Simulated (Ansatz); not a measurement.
**SiGeH₃ (doublet): from Hartree-Fock to the top rungs, cc-pVTZ**

An exercise on one series of results from a longer session: the logs are not shown, and one member is left open.

Computed with Ansatz 0.2.0, Gaussian basis. Level: cc-pVTZ, core rule «outside noble gas», up to 19 orbitals frozen.

Plan: UHF; CCSD(T) on ROHF; CCSD(T) on UHF; BCCD(T) on ROHF; CCSDT(Q) on ROHF; CCSDT(Q) on UHF; CASSCF and NEVPT2, 11 electrons in 11 orbitals.

5 further runs of the same task are left out: 5 set aside as unsound or not needed.

## What is computed

The geometry is a PBE0/def2-TZVP stationary point (not a proven minimum). No spin-orbit coupling is included. The filled d shell of Ge may be among the frozen orbitals whatever the setting's name suggests; the logs give the count.

5 atoms, charge 0, spin multiplicity 2.

Atoms are counted from 1 here; the program's logs count them from 0.

Bond lengths: Si1–Ge2 2.420 Å, Ge2–H3 1.550 Å, Ge2–H4 1.543 Å, Ge2–H5 1.543 Å. Angles: Si1–Ge2–H3 102.9°, Si1–Ge2–H4 116.0°, Si1–Ge2–H5 116.0°, H3–Ge2–H4 106.8°, H3–Ge2–H5 106.8°, H4–Ge2–H5 107.6°.

Set-up of the first run:

Input file in.yaml:

```yaml
crystal:
  periodic: [false, false, false]
  atoms:
    - {symbol: Si, position_ang: [0.006312, -0.000001, 1.781521]}
    - {symbol: Ge, position_ang: [0.001520, 0.000000, -0.638687]}
    - {symbol: H, position_ang: [-1.510450, -0.000015, -0.981329]}
    - {symbol: H, position_ang: [0.612502, 1.244920, -1.315333]}
    - {symbol: H, position_ang: [0.612528, -1.244907, -1.315334]}
basis:
  gaussian: {orbitals: cc-pVTZ}
magnetization: {spin_polarized: true, initial_magnetization: 1}
hamiltonian: {xc: hf}
output: {orbitals: {seedname: orbitals}}
```

On the command line:

```sh
ansatz run in.yaml --threads 1 --pin off --events-out ev --progress --plain --max-ram 4096MiB --backend cpu
```

Among the steps run: UHF; CCSD(T) on ROHF; CCSD(T) on UHF; BCCD(T) on ROHF; CCSDT(Q) on ROHF; CCSDT(Q) on UHF; CASSCF and NEVPT2, 11 electrons in 11 orbitals.

One of the session's tables, all rows but one given; the rest of the session is left out.

It belongs to the step «Misses and costs». 

```
        method  from UCCSDT(Q) (kcal/mol)
          ROHF                    +160.19
           UHF                    +156.62
          RMP2                     +32.81
          UMP2                     +36.00
         RCCSD                          ?
         UCCSD                      +6.74
      RCCSD(T)                      +1.20
      UCCSD(T)                      +1.27
       BCCD(T)                      +1.18
        RCCSDT                      +0.26
        UCCSDT                      +0.26
     RCCSDT(Q)                      +0.02
     UCCSDT(Q)                          0
CASSCF valence                    +111.09
NEVPT2 valence                     +30.98
```

Estimate the missing values for RCCSD.

As computed: from UCCSDT(Q) (kcal/mol): +6.68. In the column «from UCCSDT(Q) (kcal/mol)» it lies between UCCSD(T) (+1.27) and UCCSD (+6.74).

Caveats from the session: Restricted and unrestricted rows rest on different reference determinants; where their highest levels disagree by more than a few hundredths of an eV, they describe different states and don't form one ladder.
